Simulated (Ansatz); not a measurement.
An input for Ansatz 0.2.0 (ScSi2):

File input.yaml:

```yaml
crystal:
  lattice: { a: 3.5596751, b: 3.5596751, c: 3.76391876, alpha: 90.0, beta: 90.0, gamma: 120.0 }
  space_group: 191
  reduce_to_primitive: true
  atoms:
    - { symbol: Sc, wyckoff: "1a", position: [0.0, 0.0, 0.0] }
    - { symbol: Si, wyckoff: "2d", position: [0.6666666667, 0.3333333333, 0.5] }
hamiltonian:
  xc: lda
  pseudopotentials: { kind: paw, accuracy: standard, xc_functional: pbe }
  dispersion: d3bj
kpoints:
  mp_grid: { grid: [8, 8, 7] }
scf:
  occupations: { method: cold, width: 0.1 }
  n_extra_bands: 7
output:
  forces: true
  stress: true
  eigenvalues: true
  dos: { projected: false, de: 0.05, nscf_kmesh: { grid: [12, 12, 11] } }
```

Potentials or basis: SSSP efficiency PAW.

The run is started by

```bash
$ ansatz run input.yaml --threads 2 --pin off --max-ram 5120MiB --backend cpu --events-out ev --progress --plain --runs-dir out
```

Question: How does this run end?

Answer: The run stopped without a result. It printed:

Output:

```text
Error: no pseudopotential record for Si at <dir> Nothing was run.
  By this build's list the table `kind: paw`, `accuracy: standard` of `hamiltonian.pseudopotentials` has no Si in this build's library.
Fix: take Si from another table that serves this run, or name a record of your own for Si alone.
  `kind`, and `accuracy` or `source` (`level` with this project's own files alone, `core` of norm-conserving files with no table named), under `hamiltonian.pseudopotentials` apply to every element of the deck. For PBE this build's library has files of Si, which may not all serve this run, under
    kind: paw      source: ansatz or jth (the limits of `source: ansatz`: that key's Limitations)
    kind: nc       source: ansatz or spms, or accuracy: standard or stringent
  To change Si alone, name a record of the deck's `kind` under `hamiltonian.pseudopotentials.azcp`, as `Si: <path>` (`python -m ansatz.pseudopotential add <file.upf> <file.azcp>` makes one from a UPF file).
  `python` is the interpreter of the environment that holds the engine's wheel, or a checkout's `.venv/bin/python`.
```
